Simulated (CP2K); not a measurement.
Crystal: SiSe.

```
Si Se
1.0
     3.59520    0.00000    0.00000
    -1.79760    3.11353    0.00000
     0.00000    0.00000    3.59873
Si Se
1 1
Direct
  0.66667 0.33333 0.50000
  0.00000 0.00000 0.00000
```

The cell was built by a generator and needn't be a form met in nature.

Base run:

| Item | Value |
| --- | --- |
| Program | CP2K 2026.2 |
| Functional | WC |
| Potentials or basis | POTENTIAL_UZH Si GTH-PBE-q4, Se GTH-PBE-q6; TZVP-MOLOPT-PBE-GTH basis |
| Density cutoff | 9184 eV |
| k mesh | 9 × 9 × 7 |
| Occupations | fermi-dirac, width 0.05 eV |
| Spin | no spin polarisation |

Its results: band gap on the k mesh none (metal or under the smearing width); pressure -0.9 GPa.

**Question.** After a change of settings the same cell gave: band gap on the k mesh none (metal or under the smearing width); pressure -1.7 GPa. Which change was it?
A. functional from WC to PW91
B. functional from WC to PBE
C. functional from WC to HLE17
D. functional from WC to BLYP

**Answer.** C.

Caveats: the potentials were made for another functional, which shifts forces and pressure; the basis of atomic orbitals isn't converged, which shifts pressures, moduli and gaps; the potentials were made for a functional far from this one (some runs).
